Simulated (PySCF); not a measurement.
**WS₂: structure of the triplet**

The task is one start of a wider search on WS₂: the triplet, from a B3LYP minimum start. It is relaxed, tested by its Hessian and followed downhill if it is a saddle.

Method: B3LYP, basis W def2-SVP with ECP60, S def2-SVP, scalar-relativistic core potentials, no spin–orbit coupling, density fitting; program: PySCF 2.14.0.

**1. The system as given**

3 atoms, charge 0, spin multiplicity 3.

Bond lengths: W1–S2 2.139 Å, W1–S3 2.139 Å. Angles: S2–W1–S3 113.4°.

Z-matrix (Å, degrees; charge 0 multiplicity 3):
```
W
S  1 2.1393
S  1 2.1393 2 113.39
```

**2. The SCF at the typed geometry**

One driver script runs all steps and calls PySCF; scf.py shows how it sets up the SCF of each step. The optimiser is the driver's own. After this first run the driver tries any further starts and a stability analysis.

Input file scf.py:

```python
from pyscf import gto, scf, dft
mol = gto.M(atom='''
W      0.000000    -0.000000    -0.302985
S      1.787944    -0.000000     0.871610
S     -1.787944     0.000000     0.871610''',
    basis={'W': 'def2-SVP', 'S': 'def2-SVP'},
    ecp={'W': 'def2-SVP'},
    charge=0, spin=2)
mf = dft.UKS(mol, xc='B3LYP')
mf.grids.atom_grid = (50, 194)
aux = {'W': 'def2-universal-JKFIT', 'S': 'def2-universal-JKFIT'}
mf = mf.density_fit(auxbasis=aux)
mf.conv_tol = 1e-08
mf.diis_space = 10
mf.max_cycle = 60
mf.init_guess = 'minao'
mf.verbose = 4
mf.kernel()
```

Run with:

```
$ OMP_NUM_THREADS=2 python axn.py task.json out
```

After this run come: B3LYP minimum start, triplet: relaxation; Vibrations and properties at this point.

Before running it: what results should come out? Wanted: minimum; geometry; wavenumbers; dipole moment; highest occupied, lowest empty level; polar-tensor charge of W1; zero-point energy; atomisation energy; ⟨S²⟩.

As calculated:

| quantity | value |
| --- | --- |
| minimum | triplet, C2v |
| geometry | W–S 2.139 Å (×2); S–W–S 113.4° |
| wavenumbers (cm⁻¹) | 165 (a1), 525 (b2), 537 (a1) |
| dipole moment | 3.41 D |
| highest occupied, lowest empty level (either spin) | -6.00, -3.91 eV |
| polar-tensor charge of W1 | +0.94 e |
| zero-point energy | 7.3 kJ/mol |
| entropy at 298.15 K | 307.6 J/(mol K) |
| atomisation energy (no zero-point energy) | 948 kJ/mol |
| ⟨S²⟩ | 2.026 |

The molecule stays C2v, as typed, and the end point is a minimum. The strongest infrared band lies at 525 cm⁻¹ (b2, stretch). Most of the spin sits on W1 (Mulliken spin 2.19, against 2 for the whole molecule). Other starts or spin states, not run here, may lie lower. One determinant may miss the lowest occupation of an open d or f shell. Spin–orbit coupling, left out here, can matter for elements this heavy.
